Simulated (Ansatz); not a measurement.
**C5H8O2: small, medium and large basis sets**

The task here is to estimate one member of a computed series from the others.

Program: Ansatz 0.2.0, Gaussian basis. Level of theory: one geometry, several basis sets. These are calculated values, not measurements.

Plan: PBE0-D4/def2-SVP; ωB97M-V/def2-SVP; PBE0-D4/def2-QZVPP; ωB97M-V/def2-QZVPP; the functionals' def2-TZVPP values are taken from earlier runs.

**The relaxed structure**

All runs share one geometry, relaxed beforehand with PBE0-D4 in a triple-zeta def2 set.

SMILES `C=C(CC)C(=O)O`, 15 atoms, charge 0, spin multiplicity 1.

Atoms are counted from 1 here; the program's logs count them from 0.

Bond lengths: C1–C2 1.331 Å, C1–H8 1.082 Å, C1–H9 1.085 Å, C2–C3 1.498 Å, C2–C5 1.485 Å, C3–C4 1.525 Å, C3–H10 1.093 Å, C3–H11 1.093 Å, C4–H12 1.091 Å, C4–H13 1.092 Å, C4–H14 1.093 Å, C5–O6 1.205 Å, C5–O7 1.345 Å, O7–H15 0.967 Å. Angles: C2–C1–H8 121.6°, C2–C1–H9 120.7°, H8–C1–H9 117.7°, C1–C2–C3 123.8°, C1–C2–C5 120.5°, C3–C2–C5 115.7°, C2–C3–C4 112.8°, C2–C3–H10 108.8°, C2–C3–H11 108.5°, C4–C3–H10 109.1°, C4–C3–H11 110.0°, H10–C3–H11 107.5°, C3–C4–H12 110.9°, C3–C4–H13 110.6°, C3–C4–H14 110.9°, H12–C4–H13 107.9°, H12–C4–H14 108.4°, H13–C4–H14 108.1° and more.

As a file:

| atom | x (Å) | y (Å) | z (Å) |
| --- | --- | --- | --- |
| C1 | -0.10250 | 0.78699 | 1.68531 |
| C2 | 0.00970 | 0.49563 | 0.39159 |
| C3 | 1.12122 | -0.32587 | -0.18491 |
| C4 | 0.67023 | -1.72278 | -0.59917 |
| C5 | -0.99482 | 0.99272 | -0.58254 |
| O6 | -0.89819 | 0.85748 | -1.77607 |
| O7 | -2.03976 | 1.62680 | -0.02180 |
| H8 | -0.92789 | 1.37437 | 2.06546 |
| H9 | 0.64063 | 0.44260 | 2.39631 |
| H10 | 1.52668 | 0.19225 | -1.05833 |
| H11 | 1.92145 | -0.39640 | 0.55604 |
| H12 | -0.10918 | -1.66939 | -1.36067 |
| H13 | 1.50701 | -2.28882 | -1.01396 |
| H14 | 0.27796 | -2.27613 | 0.25744 |
| H15 | -2.60253 | 1.91053 | -0.75470 |

The first run:

The input, in.yaml:

```yaml
crystal:
  periodic: [false, false, false]
  atoms:
    - {symbol: C, position_ang: [-0.102496, 0.786991, 1.685308]}
    - {symbol: C, position_ang: [0.009703, 0.495628, 0.391587]}
    - {symbol: C, position_ang: [1.121221, -0.325867, -0.184912]}
    - {symbol: C, position_ang: [0.670226, -1.722779, -0.599171]}
    - {symbol: C, position_ang: [-0.994825, 0.992723, -0.582543]}
    - {symbol: O, position_ang: [-0.898195, 0.857477, -1.776069]}
    - {symbol: O, position_ang: [-2.039756, 1.626804, -0.021796]}
    - {symbol: H, position_ang: [-0.927890, 1.374372, 2.065459]}
    - {symbol: H, position_ang: [0.640632, 0.442603, 2.396310]}
    - {symbol: H, position_ang: [1.526678, 0.192252, -1.058329]}
    - {symbol: H, position_ang: [1.921454, -0.396402, 0.556040]}
    - {symbol: H, position_ang: [-0.109182, -1.669387, -1.360674]}
    - {symbol: H, position_ang: [1.507007, -2.288816, -1.013963]}
    - {symbol: H, position_ang: [0.277955, -2.276129, 0.257442]}
    - {symbol: H, position_ang: [-2.602530, 1.910529, -0.754698]}
basis:
  gaussian: {orbitals: def2-SVP}
hamiltonian: {xc: pbe0, dispersion: d4}
output: {orbitals: {seedname: orbitals}}
```

Launch:

```sh
ansatz run in.yaml --threads 2 --pin off --events-out ev --progress --plain --max-ram 22528MiB --backend cpu
```

Steps of the session up to this table: PBE0-D4 in def2-SVP; ωB97M-V in def2-SVP; PBE0-D4 in def2-QZVPP; ωB97M-V in def2-QZVPP.

One table of the session follows, with a row left open; its other results are not shown here.

It belongs to the step «Functionals by basis». 

| functional | basis | HOMO (eV) |
| --- | --- | --- |
| PBE0-D4 | def2-SVP | -7.87 |
| PBE0-D4 | def2-TZVPP | -7.96 |
| PBE0-D4 | def2-QZVPP | -7.98 |
| ωB97M-V | def2-SVP | -10.07 |
| ωB97M-V | def2-TZVPP | -10.17 |
| ωB97M-V | def2-QZVPP | ? |

Estimate the missing values for ωB97M-V, def2-QZVPP.

**Answer.** HOMO (eV): -10.19. In the column «HOMO (eV)» it is the lowest.
